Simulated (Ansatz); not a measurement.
# Si2Ge: from a guess to a relaxed structure

Where does this trial cell of Si2Ge go when cell and atoms are let free?

Method: DFT PBE, scalar-relativistic, plane waves, PAW, in Ansatz 0.2.0.

## 1. Starting point

It takes space group P-3m1 (No. 164, trigonal). The conventional cell has a = 3.930 Å, b = 3.930 Å, c = 9.618 Å, α = 90.00°, β = 90.00°, γ = 120.00°. Si (site symmetry 3m) has 4 Si at 2.37 to 2.39 Å in its first shell of neighbours. Around Si (site symmetry 3m) lie 1 Si at 2.37 Å and 3 Ge at 2.41 Å. Ge (site symmetry 3m) is surrounded by 3 Si at 2.41 Å and 1 Ge at 2.49 Å.

As a file:

```cif
data_structure
_symmetry_space_group_name_H-M 'P-3m1'
_symmetry_Int_Tables_number 164
_cell_length_a 3.9300
_cell_length_b 3.9300
_cell_length_c 9.6184
_cell_angle_alpha 90.000
_cell_angle_beta 90.000
_cell_angle_gamma 120.000
_cell_volume 128.65
loop_
_atom_site_label
_atom_site_type_symbol
_atom_site_symmetry_multiplicity
_atom_site_Wyckoff_symbol
_atom_site_fract_x
_atom_site_fract_y
_atom_site_fract_z
_atom_site_occupancy
Si1 Si 2 d 0.33333 0.66667 0.53985 1
Si2 Si 2 d 0.66667 0.33333 0.21420 1
Ge1 Ge 2 c 0.00000 0.00000 0.87071 1
```

The start is the relaxed end of an invented cell (made as: elements ordered on the sites of the Sn type, Si/Ge on Sn (P-3m1, No. 164)), taken up again for a closer look.

## 2. The guess as it stands, on a coarse mesh

input.yaml reads:

```yaml
crystal:
  lattice:
    - [3.9300152, 0.0, 0.0]
    - [-1.9650076, 3.403493, 0.0]
    - [0.0, 0.0, 9.618446]
  atoms:
    - { symbol: Si, position: [0.3333333, 0.6666667, 0.53985] }
    - { symbol: Si, position: [0.6666667, 0.3333333, 0.214196] }
    - { symbol: Si, position: [0.3333333, 0.6666667, 0.785804] }
    - { symbol: Si, position: [0.6666667, 0.3333333, 0.46015] }
    - { symbol: Ge, position: [0.0, 0.0, 0.870714] }
    - { symbol: Ge, position: [0.0, 0.0, 0.129286] }
basis:
  ecutwfc: 420
kpoints:
  mp_grid: { grid: [6, 6, 2] }
hamiltonian:
  xc: pbe
scf:
  occupations: { method: gaussian, width: 0.1 }
  lower_state_search: "off"
output:
  forces: true
  stress: true
  eigenvalues: true
```

On the command line:

```bash
$ ansatz run input.yaml --threads 4 --pin off --max-ram 8192MiB --backend cpu --events-out ev --progress --plain --runs-dir out
```

The log of the run, shortened:

```text
Warning: RAYON_NUM_THREADS=4 ignored (pool sized by the plan → 4); use --threads N
[...]
Pseudopotentials: kind: paw
Pseudopotential: Si, paw, valence charge 4, recommended cutoff 420 eV (normal), Si.paw.azcp
Pseudopotential: Ge, paw, valence charge 14, recommended cutoff 420 eV (normal), Ge.paw.azcp
Functional definition: PBE
[...]
Crystal: 6 atoms, lattice volume = 128.654 Å³
Basis set: ecut = 420 eV, 2553 PW (Γ), exchange–correlation on 54×54×144 points (8 copies of the dense FFT grid, shifted against one another)
Bands: 28, of which v1, the nominal top of the filled ones, is band 22 counted from 1 (21 counted from 0)
Symmetry: 12 space group operations
Space group: P-3m1 (ITA 164), of the structure as read, at distance tolerance 5.0e-5 Å
k-points: 14 of 72
[...]
SCF iter   1: F=—  HF=-11133.072980 eV  |F-HF|=—  |Δ(HF+E_count)|=         —  Δρ=1.24e-3  dr2=2.81e-3  ethr=1.77e-3  ⟨swp⟩=6.2  Hψ=1829  notcnv=0
[...]
SCF iter   7: F=-11133.072043 eV  HF=-11133.072043 eV  |F-HF|=4.59e-9  |Δ(HF+E_count)|=   2.69e-7  Δρ=1.35e-6  dr2=2.02e-9  ethr=2.27e-10  ⟨swp⟩=8.1  Hψ=1687  notcnv=0
[...]
SCF converged after 7 iterations
Free energy (F): -11133.072043 eV
[...]
E sigma→0 (E₀):  -11133.072043 eV
Fermi energy:    7.159096 eV
[...]
--- Forces (eV/Å), atoms counted from 1 ---
  atom   1  Si     0.00000000    -0.00000000    -0.00575782
  atom   2  Si    -0.00000000    -0.00000000    -0.00578971
  atom   3  Si    -0.00000000     0.00000000     0.00578971
  atom   4  Si     0.00000000     0.00000000     0.00575782
  atom   5  Ge     0.00000000    -0.00000000    -0.01387280
  atom   6  Ge     0.00000000     0.00000000     0.01387280
[...]
--- Stress (GPa, compression-positive) ---
        0.102829       0.000000       0.000000
        0.000000       0.102829      -0.000000
       -0.000000      -0.000000      -0.242976
  P = ⅓ Tr σ = -0.0124 GPa (-0.124 kbar)
--- Band table (eV; the first three rows and the last of 14) ---
  k-point 0: bands = ["-17.5832", "-17.5013", "-17.5013", "-17.4652", "-17.4652", "-17.4503", "-17.4503", "-17.4182", "-17.4182", "-17.3799", "-5.3049", "-4.0705", "-3.8684", "1.1596", "1.4372", "5.5836", "5.5836", "5.8628", "5.8628", "6.7470", "6.8025", "6.8025", "7.9421", "8.0493", [...]
[...]
```

Wall time 1.8 s (4 threads of Intel Xeon Platinum 8259CL at 2.50GHz (Skylake/Cascade Lake), shared host); peak memory 0.5 GiB.

Read-out: pressure 0.0 GPa, largest force 0.01 eV/Å, gap on this mesh 0.72 eV. The coarse relaxation is skipped.

## 3. Final relaxation

input.yaml: that of step 2 with these lines changed.

```diff
@@ -15,3 +15,3 @@
 kpoints:
-  mp_grid: { grid: [6, 6, 2] }
+  mp_grid: { grid: [12, 12, 4] }
 hamiltonian:
@@ -19,4 +19,3 @@
 scf:
-  occupations: { method: gaussian, width: 0.1 }
-  lower_state_search: "off"
+  occupations: { method: gaussian, width: 0.02 }
 output:
@@ -25 +24,10 @@
   eigenvalues: true
+  write_density: true
+  write_potential: true
+  elf: true
+  volumetric_format: npy
+relax:
+  adjacent_minimum: "off"
+  f_tol: 0.01
+  max_steps: 80
+  cell: { stress_tol: 0.05 }
```

On the command line:

```bash
$ ansatz run input.yaml --threads 4 --pin off --max-ram 8192MiB --backend cpu --events-out ev --progress --plain --runs-dir out
```

The log of the run, shortened:

```text
Warning: RAYON_NUM_THREADS=4 ignored (pool sized by the plan → 4); use --threads N
[...]
[... 4 set-up lines as earlier in the session ...]
[...]
Crystal: 6 atoms, lattice volume = 128.654 Å³
Basis set: ecut = 420 eV, 2553 PW (Γ), exchange–correlation on 54×54×144 points (8 copies of the dense FFT grid, shifted against one another)
Bands: 28, of which v1, the nominal top of the filled ones, is band 22 counted from 1 (21 counted from 0)
[... 2 set-up lines as earlier in the session ...]
k-points: 69 of 576
[...]
SCF iter   1: F=—  HF=-11133.114262 eV  |F-HF|=—  |Δ(HF+E_count)|=         —  Δρ=1.39e-3  dr2=3.18e-3  ethr=1.77e-3  ⟨swp⟩=7.2  Hψ=9517  notcnv=0
[...]
       -0.005529       0.000000       0.000000
       -0.000000      -0.005529      -0.000000
        0.000000      -0.000000       0.021412
  P = ⅓ Tr σ = 0.0035 GPa (0.035 kbar)
--- Band table (eV; the first three rows and the last of 69) ---
[... band rows left out ...]
[...]
--- Relaxed structure (1 steps of the walk, 1 accepted, 1 SCFs on fresh bases) ---
  F+E_penalty+E_count = -11133.11337026 eV   max|allowed force component| = 4.330e-3 eV/Å   (the final SCF, on the basis selected at the relaxed cell)
  cell:  # Å, volume = 128.6542 Å³
    - [3.9300151997350072, 0.0, 0.0]
    - [-1.9650075998675036, 3.4034930002294908, 0.0]
    - [0.0, 0.0, 9.618446]
  atoms:
    - { symbol: Si, position: [0.33333333333333326, 0.6666666666666665, 0.53985] }
    - { symbol: Si, position: [0.6666666666666665, 0.33333333333333326, 0.214196] }
    - { symbol: Si, position: [0.33333333333333326, 0.6666666666666665, 0.7858039999999998] }
    - { symbol: Si, position: [0.6666666666666665, 0.33333333333333326, 0.46014999999999995] }
    - { symbol: Ge, position: [0.0, 0.0, 0.870714] }
    - { symbol: Ge, position: [0.0, 0.0, 0.129286] }
```

Wall time 14 s (4 threads of Intel Xeon Platinum 8259CL at 2.50GHz (Skylake/Cascade Lake), shared host); peak memory 0.61 GiB.

The steps of the relaxation:

```csv
step,energy from step 1 (eV/cell),largest force component (eV/Å),pressure (GPa),volume (Å³)
1,0.0000,0.0043,0.00,128.65
2,0.0000,0.0043,0.00,128.65
```

Step 1 is the start. Step 2 repeats the geometry before it on a plane-wave basis chosen anew for that cell, so its energy need not be comparable with the rows above.

|  | before | after | change |
| --- | --- | --- | --- |
| a (Å) | 3.930 | 3.930 | 0.0 % |
| b (Å) | 3.930 | 3.930 | 0.0 % |
| c (Å) | 9.618 | 9.618 | 0.0 % |
| volume (Å³/atom) | 21.44 | 21.44 | 0.0 % |
| shortest distance (Å) | 2.366 | 2.366 | 0.0 % |
| space group (0.01 Å) | P-3m1 | P-3m1 | same |

The run keeps the 12 symmetry operations of the start, so it could not have lowered the symmetry.

Density in a lattice plane of the grid's cell (edges 3.93 and 9.62 Å, at 0.000 of the third edge), which holds Ge.

Values in e/Å³, 12 rows by 6 columns:
```
 7.92  0.81  0.16  0.08  0.16  0.81
14.74  1.07  0.30  0.20  0.30  1.07
 0.19  0.18  0.17  0.17  0.17  0.18
 0.02  0.04  0.08  0.12  0.08  0.04
 0.02  0.05  0.16  0.27  0.16  0.05
 0.03  0.08  0.29  0.53  0.29  0.08
 0.02  0.05  0.16  0.27  0.16  0.05
 0.02  0.04  0.08  0.12  0.08  0.04
 0.19  0.18  0.17  0.17  0.17  0.18
14.74  1.07  0.30  0.20  0.30  1.07
 7.92  0.81  0.16  0.08  0.16  0.81
 0.54  0.27  0.07  0.03  0.07  0.27
```
Columns run along the first of these edges and rows up along the second, over one cell in 6 and 12 even steps from the bottom left corner. Atoms in the plane (fractional): Ge at (0.00, 0.87), Ge at (0.00, 0.13).

ELF in the same plane.

Ten even steps from '0' (0.01) to '9' (0.95):
```
3443101344
0035424530
0046656640
2357656753
3455545554
1112333211
0001333100
0013565310
0026898620
0037999730
0026898620
0013565310
0001333100
1112333211
3455545554
2357656753
0046656640
0035424530
3443101344
8762000267
```
Columns run along the first of these edges and rows up along the second, over one cell in 10 and 20 even steps from the bottom left corner. Atoms in the plane (fractional): Ge at (0.00, 0.87), Ge at (0.00, 0.13).

Both are smooth fields of the valence electrons: close to the nuclei they are not physical.

The highest ELF values outside the cores: 0.95 on the Si–Si line, 1.2 Å from Si; 0.93 on the Si–Ge line, 1.0 Å from Si; 0.79 on the Ge–Ge line, 1.2 Å from Ge.

## 4. What came out

| quantity | value |
| --- | --- |
| symmetry at the end (tolerance 0.02 Å) | space group P-3m1 (No. 164) |
| conventional cell | a = 3.930 Å, b = 3.930 Å, c = 9.618 Å, α = 90.00°, β = 90.00°, γ = 120.00° |
| volume | 21.44 Å³/atom |
| energy over the elements | +0.01 eV/atom |
| gap on the mesh | 0.60 eV |

In words: The space group P-3m1 (No. 164) is kept, at nearly the size of the first guess. The formation energy of this structure is too near zero to say whether it is bound against the elements. No finished test with a distortion of lower symmetry is shown, so the end may be a saddle point.
